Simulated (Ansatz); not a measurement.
Se3Br under changes of volume

One of the cells (30.660 Å³/atom); the others are scaled copies at fixed shape and fractional positions:

```
CELL_PARAMETERS angstrom
-1.90124 1.90124 8.48190
1.90124 -1.90124 8.48190
1.90124 1.90124 -8.48190
ATOMIC_POSITIONS crystal
Br 0.00000 0.00000 0.00000
Se 0.50000 0.50000 0.00000
Se 0.75000 0.25000 0.50000
Se 0.25000 0.75000 0.50000
```

The cell comes from a database or a generator and needn't be the stable form of this composition.

- Program: Ansatz 0.2.0
- Functional: PBE
- Potentials or basis: Ansatz PAW
- Cutoff: 420 eV (not typed: the program's choice for these potentials)
- k mesh: 10 × 10 × 10
- Occupations: fermi-dirac, width 0.05 eV
- Spin: no spin polarisation

```csv
volume (Å³/atom),energy over the lowest point (meV/atom),pressure (GPa)
28.820,13.82,2.8
29.433,5.45,1.8
30.047,1.01,0.8
30.660,0.00,0.0
31.273,?,?
31.886,6.60,-1.4
32.499,13.55,-2.0
```

What does the run at 31.273 Å³/atom give?

Energy over the lowest point 1.98 meV/atom; pressure -0.8 GPa.

Worked out: A Birch-Murnaghan fit of order 3 (a polynomial in V^(-2/3)) to the other rows has its minimum at 30.55 Å³/atom with B0 = V·E''(V) = 40 GPa and B' = 5.5 at fixed shape and positions, which overstates the stiffness. It gives 1.98 meV/atom at 31.273 Å³/atom, against the run's 1.98, and -dE/dV = -0.9 GPa, against -0.8.

Energies are extrapolated to zero smearing.

Caveats: an odd number of electrons without spin polarisation forces a metal; a magnetic or distorted state may lie lower.
